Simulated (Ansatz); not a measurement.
# CH5BO2: the cost of one run

All numbers below are computed with Ansatz 0.2.0 (RKS BHLYP-D4/6-31G*).

### Step 1. Starting point

Bond lengths: B1–O2 1.410 Å, O2–H3 1.010 Å, B1–C4 1.600 Å, C4–H5 1.110 Å, C4–H6 1.110 Å, C4–H7 1.110 Å, B1–O8 1.410 Å, O8–H9 1.010 Å. Angles: B1–O2–H3 109.5°, O2–B1–C4 120.0°, O2–B1–O8 120.0°, C4–B1–O8 120.0°, B1–C4–H5 109.5°, B1–C4–H6 109.5°, B1–C4–H7 109.5°, H5–C4–H6 109.4°, H5–C4–H7 109.4°, H6–C4–H7 109.4°, B1–O8–H9 109.5°.

As a file:

```xyz
9

B     0.0000    0.0000    0.0000
O     0.0000    0.0000    1.4100
H    -0.9095   -0.2814    1.7471
C     1.3856    0.0000   -0.8000
H     1.7152   -1.0462   -0.9702
H     1.2491    0.5080   -1.7774
H     2.1552    0.5381   -0.2082
O    -1.2211    0.0000   -0.7050
H    -1.7308   -0.8467   -0.4965
```

### Step 2. Relaxing the start

Input file input.yaml:

```yaml
crystal:
  periodic: [false, false, false]
  atoms:
    - { symbol: B, position_ang: [0.0, 0.0, 0.0] }
    - { symbol: O, position_ang: [0.0, 0.0, 1.41] }
    - { symbol: H, position_ang: [-0.9095, -0.2814, 1.7471] }
    - { symbol: C, position_ang: [1.3856, 0.0, -0.8] }
    - { symbol: H, position_ang: [1.7152, -1.0462, -0.9702] }
    - { symbol: H, position_ang: [1.2491, 0.508, -1.7774] }
    - { symbol: H, position_ang: [2.1552, 0.5381, -0.2082] }
    - { symbol: O, position_ang: [-1.2211, 0.0, -0.705] }
    - { symbol: H, position_ang: [-1.7308, -0.8467, -0.4965] }
basis:
  gaussian: { orbitals: "6-31G*" }
hamiltonian:
  xc: { name: BHLYP }
  dispersion: d4
relax:
  f_tol: 0.02
  max_steps: 40
```

Run with:

```
> ansatz run input.yaml --threads 1 --pin off --max-ram 2048MiB --backend cpu --events-out ev --progress --plain --runs-dir out
```

What time and memory should one allow on 1 thread of Arm Neoverse V1, shared host?

About 22 s, with a peak of 0.14 GiB.
